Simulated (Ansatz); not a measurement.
# RbYbF3, space group Pm-3m: a convergence test of the k-point mesh

With the Python package of Ansatz (0.2.0).

`rbybf3.xyz`
```text
5
Lattice="4.448688 0.0 0.0 0.0 4.448688 0.0 0.0 0.0 4.448688" Properties=species:S:1:pos:R:3 pbc="T T T"
Rb    0.00000000    0.00000000    0.00000000
Yb    2.22434400    2.22434400    2.22434400
F     0.00000000    2.22434400    2.22434400
F     2.22434400    0.00000000    2.22434400
F     2.22434400    2.22434400    0.00000000
```

Notebook, run cell by cell (the value of a cell's last expression is shown):

In [1]:
```python
import ansatz as az
import matplotlib.pyplot as plt
```

In [2]:
```python
crystal = az.Crystal.from_extxyz('rbybf3.xyz')
```

In [3]:
```python
[site.symbol for site in crystal.resolved().sites]
```
Out [3]:
```text
['Rb', 'Yb', 'F', 'F', 'F']
```

In [4]:
```python
base = crystal.calculation()
base = base.occupations(az.OccupationsMethod.METHFESSEL_PAXTON, width=0.3).eigensolver('davidson', mixed_precision=False)
base = base.basis(530).functional('lda')
base = base.scf(tolerance=1e-07, lower_state_search='standard').forces()
base = base.stress()
```

In [5]:
```python
rows = []
for value in [1.0, 0.6, 0.4, 0.3]:
    report = base.kpoints(spacing=value).run(threads=1).report
    rows.append((value, report['free_energy_ev'] / len(report['lattice']['sites']), report['n_iterations'], sum(report['stress_gpa'][i][i] for i in range(3)) / 3, max(abs(f) for row in report['forces_ev_ang'] for f in row), report['n_kpoints']))
```
```text
DeckWarning: output.stress: scf.convergence.dr2_threshold = 1e-7 eV (the SCF's general default) is looser than the 5e-10 eV advised for a printed stress (1e-10 eV for each atom of the cell: 5). What an SCF threshold leaves in a stress goes as its square root, and in the free energy as the threshold itself, and one threshold admits the most on a small cell: of the crystals measured, under no [...]
```

In [6]:
```python
print('spacing (1/A)   F/atom (eV)    iterations       P (GPa)  max component (eV/A)      k-points')
for row in rows:
    print(f'{str(row[0]):>12s}  {row[1]:12.5f}  {row[2]:12d}  {row[3]:12.3f}  {row[4]:20.4f}  {row[5]:12d}')
```
```text
spacing (1/A)   F/atom (eV)    iterations       P (GPa)  max component (eV/A)      k-points
         1.0   -3824.17881            15         0.248                0.0000             4
         0.6   -3824.18010            17        -0.513                0.0000             4
         0.4   -3824.17884            15        -0.354                0.0000            10
         0.3   -3824.17980            13        -0.379                0.0000            10
```

In [7]:
```python
for row in rows[:-1]:
    shift = 1000 * (row[1] - rows[-1][1])
    print(f'{row[0]}: {shift:+.2f} meV/atom' + ('  (within 2 meV)' if abs(shift) < 2 else ''))
plt.figure(figsize=(4.5, 3))
plt.plot([str(row[0]) for row in rows], [1000 * (row[1] - rows[-1][1]) for row in rows], 'o-')
plt.xlabel('spacing (1/A)')
plt.ylabel('F - F(last) (meV/atom)')
plt.tight_layout()
plt.savefig('kconv.png', dpi=100)
```
```text
1.0: +0.99 meV/atom  (within 2 meV)
0.6: -0.30 meV/atom  (within 2 meV)
0.4: +0.96 meV/atom  (within 2 meV)
```

From a spacing of 1.0 (2×2×2) on it stays within 2 meV an atom of the value at a spacing of 0.3 (5×5×5); the first row (a spacing of 1.0 (2×2×2)) is off by 1.0 meV and the last but one by 0.96 meV. It goes up and down, since the sum over k-points isn't variational. The pressure moves from 0.25 to -0.38 GPa. The last run costs about 1.7 times the first.

Reading the output:
- Semilocal functionals put the nearly full 4f shell of Yb too close to the Fermi level.
- Forces vanish by symmetry here and test nothing.
- Pressure is positive in compression.
- This cell is a computed structure, which may not be the phase found in nature.
- Warnings are shown shortened and without file and line.
- Shifts are counted from the finest mesh, which is itself no proven limit.
- Finished in 19 s on 1 thread of Arm Neoverse V1, on a shared host, peak memory 0.46 GiB.

(Lines on the test bed's own set-up are left out of the output.)
